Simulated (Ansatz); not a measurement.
# Fe2O3 (Hematite): the cost of one run

Computed with Ansatz 0.2.0 (DFT PBE+U (U_eff = 4 eV on Fe 3d), scalar-relativistic, plane waves, PAW, unless a step's input says otherwise).

**1. The system as given**

It takes space group R-3c (No. 167, trigonal). Conventional cell: a = 5.104 Å, b = 5.104 Å, c = 13.942 Å, α = 90.00°, β = 90.00°, γ = 120.00°. Around Fe (site symmetry 3) lie 6 O at 1.97 to 2.14 Å. O (site symmetry 2) has 4 Fe at 1.97 to 2.14 Å as nearest neighbours.

Coordinates:

```
CELL_PARAMETERS angstrom
2.55204 1.47342 4.64745
-2.55204 1.47342 4.64745
0.00000 -2.94685 4.64745
ATOMIC_POSITIONS crystal
Fe 0.35533 0.35533 0.35533
Fe 0.14467 0.14467 0.14467
Fe 0.64467 0.64467 0.64467
Fe 0.85533 0.85533 0.85533
O 0.55557 0.94443 0.25000
O 0.25000 0.55557 0.94443
O 0.94443 0.25000 0.55557
O 0.44443 0.05557 0.75000
O 0.75000 0.44443 0.05557
O 0.05557 0.75000 0.44443
```

The moments start at Fe 4.19, -4.19 μB.

**2. The electronic structure**

Input file input.yaml:

```yaml
crystal:
  lattice:
    - [2.5520435661, 1.4734230399, 4.6474546278]
    - [-2.5520435661, 1.4734230399, 4.6474546278]
    - [0.0, -2.9468460797, 4.6474546278]
  atoms:
    - { symbol: Fe, position: [0.3553279765, 0.3553279765, 0.3553279765], spin: 4.19 }
    - { symbol: Fe, position: [0.1446720244, 0.1446720244, 0.1446720244], spin: -4.19 }
    - { symbol: Fe, position: [0.6446720235, 0.6446720235, 0.6446720235], spin: 4.19 }
    - { symbol: Fe, position: [0.8553279756, 0.8553279756, 0.8553279756], spin: -4.19 }
    - { symbol: O, position: [0.5555685402, 0.9444314583, 0.2500000015] }
    - { symbol: O, position: [0.2500000015, 0.5555685402, 0.9444314583] }
    - { symbol: O, position: [0.9444314583, 0.2500000015, 0.5555685402] }
    - { symbol: O, position: [0.4444314598, 0.0555685417, 0.7499999985] }
    - { symbol: O, position: [0.7499999985, 0.4444314598, 0.0555685417] }
    - { symbol: O, position: [0.0555685417, 0.7499999985, 0.4444314598] }
basis:
  ecutwfc: 420
  ecutrho_ratio: 4
kpoints:
  mp_grid: { grid: [4, 4, 4] }
  band_path:
    path:
      - [[0.0, 0.0, 0.0], [0.5, 0.5, 0.5], [0.7663243, 0.2336757, 0.5]]
      - [[0.5, -0.2336757, 0.2336757], [0.5, 0.0, 0.0], [0.0, 0.0, 0.0], [0.36683785, -0.36683785, 0.0]]
      - [[0.63316215, 0.0, 0.36683785], [0.5, 0.0, 0.5], [0.0, 0.0, 0.0]]
    npoints: 10
hamiltonian:
  xc: pbe
  hubbard: { sites: [{ species: Fe, l: d, u_eff: 4.0 }] }
scf:
  occupations: { method: gaussian, width: 0.05 }
  lower_state_search: "off"
  n_extra_bands: 42
output:
  forces: true
  stress: true
  eigenvalues: true
  populations: true
  hubbard: { sites: [{ species: Fe, l: d }] }
  dos: { projected: true, de: 0.02, nscf_kmesh: { grid: [6, 6, 6] } }
  bader: false
magnetization:
  spin_polarized: true
checkpoint:
  read: start.run
  write: ck
  compress: false
  write_wavefunctions: false
  write_every: 100000
```

start.run is the folder with the converged state of an earlier run on this cell.

The run is started by

```sh
$ ansatz run input.yaml --threads 8 --pin off --max-ram 22528MiB --backend cpu --events-out ev --progress --plain --runs-dir out
```

**Question.** How long does this run take on 8 threads of Arm Neoverse V1, shared host, and how much memory does it need?

About 14 s, with a peak of 1.4 GiB.
